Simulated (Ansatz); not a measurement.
**Si2H2F3 radical: up Jacob's ladder to CCSD(T)**

How much do the methods differ for Si2H2F3 radical? The plan is to run it at one geometry with functionals of several rungs and with coupled cluster. The yardstick is the atomisation energy at the CCSD(T) limit.

The runs use Ansatz 0.2.0, Gaussian basis; functionals in def2-TZVPP, the program's frozen cores in correlated methods.

Plan: LDA (SPW92), PBE-D4, revPBE-D4, BLYP-D4, r2SCAN-D4, B97M-V, PBE0-D4, B3LYP-D4, r2SCANh-D4, r2SCAN0-D4, HSE06-D4, BHLYP-D4, CAM-B3LYP-D4, LC-ωPBE, ωB97X-V, ωB97M-V, B2PLYP, PBE-QIDH; CCSD(T)/def2-SVP; CCSD(T)/def2-TZVPP; MP2/def2-QZVPP; extrapolation to the limit; RPA on PBE.

## Step 1: The geometry

An earlier PBE0-D4 in a triple-zeta def2 set relaxation fixed the geometry.

SMILES `F[SiH][SiH](F)F`, 7 atoms, charge 0, spin multiplicity 2.

Atoms are counted from 1 here; the program's logs count them from 0.

Bond lengths: F1–Si2 1.607 Å, Si2–Si3 2.348 Å, Si2–H6 1.491 Å, Si3–F4 1.591 Å, Si3–F5 1.589 Å, Si3–H7 1.481 Å. Angles: F1–Si2–Si3 110.0°, F1–Si2–H6 107.4°, Si3–Si2–H6 113.5°, Si2–Si3–F4 106.1°, Si2–Si3–F5 108.5°, Si2–Si3–H7 118.9°, F4–Si3–F5 107.9°, F4–Si3–H7 108.0°, F5–Si3–H7 107.0°.

As a file:

```xyz
7

F    -2.25793    0.53197    0.68429
Si   -0.72431    0.39558    1.14553
Si    0.56936   -0.47598   -0.60960
F     2.07362   -0.47736   -0.08992
F     0.13641   -1.98559   -0.85389
H    -0.27549    1.74134    1.60424
H     0.53964    0.20203   -1.92635
```

## Step 2: LDA

This LDA is Slater exchange with PW92 correlation.

in.yaml

```yaml
crystal:
  periodic: [false, false, false]
  atoms:
    - {symbol: F, position_ang: [-2.257928, 0.531973, 0.684289]}
    - {symbol: Si, position_ang: [-0.724314, 0.395583, 1.145528]}
    - {symbol: Si, position_ang: [0.569362, -0.475983, -0.609604]}
    - {symbol: F, position_ang: [2.073622, -0.477357, -0.089920]}
    - {symbol: F, position_ang: [0.136410, -1.985587, -0.853891]}
    - {symbol: H, position_ang: [-0.275487, 1.741338, 1.604245]}
    - {symbol: H, position_ang: [0.539636, 0.202033, -1.926347]}
basis:
  gaussian: {orbitals: def2-TZVPP}
magnetization: {spin_polarized: true, initial_magnetization: 1}
hamiltonian: {xc: lda}
output: {orbitals: {seedname: orbitals}}
```

Launch:

```console
$ ansatz run in.yaml --threads 4 --pin off --events-out ev --progress --plain --max-ram 10444MiB
```

Further steps of the session: PBE-D4 (GGA); revPBE-D4 (GGA); BLYP-D4 (GGA); r2SCAN-D4 (meta-GGA); B97M-V (meta-GGA); PBE0-D4 (hybrid); B3LYP-D4 (hybrid); r2SCANh-D4 (hybrid); r2SCAN0-D4 (hybrid); HSE06-D4 (hybrid); BHLYP-D4 (hybrid); CAM-B3LYP-D4 (range-separated); LC-ωPBE (range-separated); ωB97X-V (range-separated); ωB97M-V (range-separated); B2PLYP (double hybrid); PBE-QIDH (double hybrid); CCSD(T) in def2-SVP; CCSD(T) in def2-TZVPP; MP2 in def2-QZVPP; RPA on PBE orbitals.

Q: Predict the results of all the runs planned. Wanted: atomisation energy, CCSD(T)/CBS; farthest beyond LDA; mean size of error, GGA; mean size of error, meta-GGA; mean size of error, hybrid; mean size of error, range-separated; mean size of error, double hybrid; gap, smallest and largest; T1 diagnostic.

The runs gave:

| quantity | value |
| --- | --- |
| atomisation energy, CCSD(T)/CBS | 2567.0 kJ/mol |
| functionals within 12.8 kJ/mol (0.5 %) | PBE-D4, r2SCAN-D4, B97M-V, CAM-B3LYP-D4, ωB97X-V |
| farthest beyond LDA | BHLYP-D4 (-112.3 kJ/mol) |
| mean size of error, GGA | 31.2 kJ/mol |
| mean size of error, meta-GGA | 2.8 kJ/mol |
| mean size of error, hybrid | 55.0 kJ/mol |
| mean size of error, range-separated | 9.5 kJ/mol |
| mean size of error, double hybrid | 46.8 kJ/mol |
| gap, smallest and largest | 1.10 eV (LDA (SPW92)), 8.53 eV (LC-ωPBE) |
| T1 diagnostic | 0.0145 |
| triples share of the correlation energy | 2.9 % |

LDA overbinds by 352.9 kJ/mol (14 %). PBE-D4 misses by +11.8 kJ/mol. Double hybrids carry the basis error of their MP2 part in triple zeta, and no dispersion term here, so their miss is partly the set-up's. The rungs meta-GGA, range-separated miss on average by less than the doubt on the reference (12.8 kJ/mol), so they tie. The reference freezes the cores and leaves out relativity and excitations past (T), so misses under about 12.8 kJ/mol can't be ranked. Hartree-Fock recovers 75 % of the binding; the rest is correlation. CCSD(T) in def2-SVP is off by -263.7 kJ/mol, which most functionals beat. Orbital gaps span 1.1 to 8.5 eV; exact exchange widens them.
